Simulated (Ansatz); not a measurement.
# BRu3Br: the cost of one run

All numbers below are computed with Ansatz 0.2.0 (DFT, r2SCAN, no spin polarisation, plane waves, PAW).

### Step 1. Geometry

Symmetry: R-3c, No. 167, trigonal system. Conventional cell: a = 5.783 Å, b = 5.783 Å, c = 18.110 Å, α = 90.00°, β = 90.00°, γ = 120.00°. Br (site symmetry -3) has 6 Ru at 2.53 Å as nearest neighbours. B (site symmetry 32) is surrounded by 3 Ru at 1.73 Å. Ru (site symmetry 2) is surrounded by 1 B at 1.73 Å.

The coordinates stand in the input below.

Its first density is an earlier solution for the same cell, read from a checkpoint.

### Step 2. Self-consistent run

Contents of input.yaml:

```yaml
crystal:
  lattice:
    - [5.782526, 0.0, 0.0]
    - [-2.891263, 5.007819, 0.0]
    - [0.0, -3.338542, 6.036704]
  atoms:
    - { symbol: Br, position: [0.0, 0.0, 0.0] }
    - { symbol: Br, position: [0.5, 0.0, 0.5] }
    - { symbol: B, position: [0.25, 0.5, 0.75] }
    - { symbol: B, position: [0.75, 0.5, 0.25] }
    - { symbol: Ru, position: [0.54838, 0.5, 0.75] }
    - { symbol: Ru, position: [0.25, 0.79838, 0.75] }
    - { symbol: Ru, position: [0.95162, 0.20162, 0.75] }
    - { symbol: Ru, position: [0.45162, 0.5, 0.25] }
    - { symbol: Ru, position: [0.75, 0.20162, 0.25] }
    - { symbol: Ru, position: [0.04838, 0.79838, 0.25] }
  symmetry: { tolerance: 0.0003 }
kpoints:
  mp_grid: { grid: [7, 7, 7], shift: [0, 0, 0] }
magnetization:
  spin_polarized: false
scf:
  occupations: { method: fermi_dirac, width: 0.0433 }
  lower_state_search: "off"
  max_iter: 200
hamiltonian:
  pseudopotentials: { kind: paw }
  xc: r2scan
basis:
  ecutwfc: 500
  fft_grid_basis: typed
output:
  forces: true
  stress: true
  eigenvalues: true
  bader: true
  populations: true
  elf: true
  write_potential: true
  volumetric_format: npy
  dos:
    e_range: [-12, 8]
    de: 0.05
    projected: { site_lists: { B: [B], Br: [Br], Ru: [Ru] } }
checkpoint:
  read: saved_state
```

Started as:

```bash
> ansatz run input.yaml --threads 1 --pin off --max-ram 2560MiB --backend cpu --events-out ev --progress --plain --runs-dir out
```

Q: Estimate wall time and peak memory on 1 thread of an x86-64 CPU, shared host.

About 4 min, with a peak of 1.2 GiB.
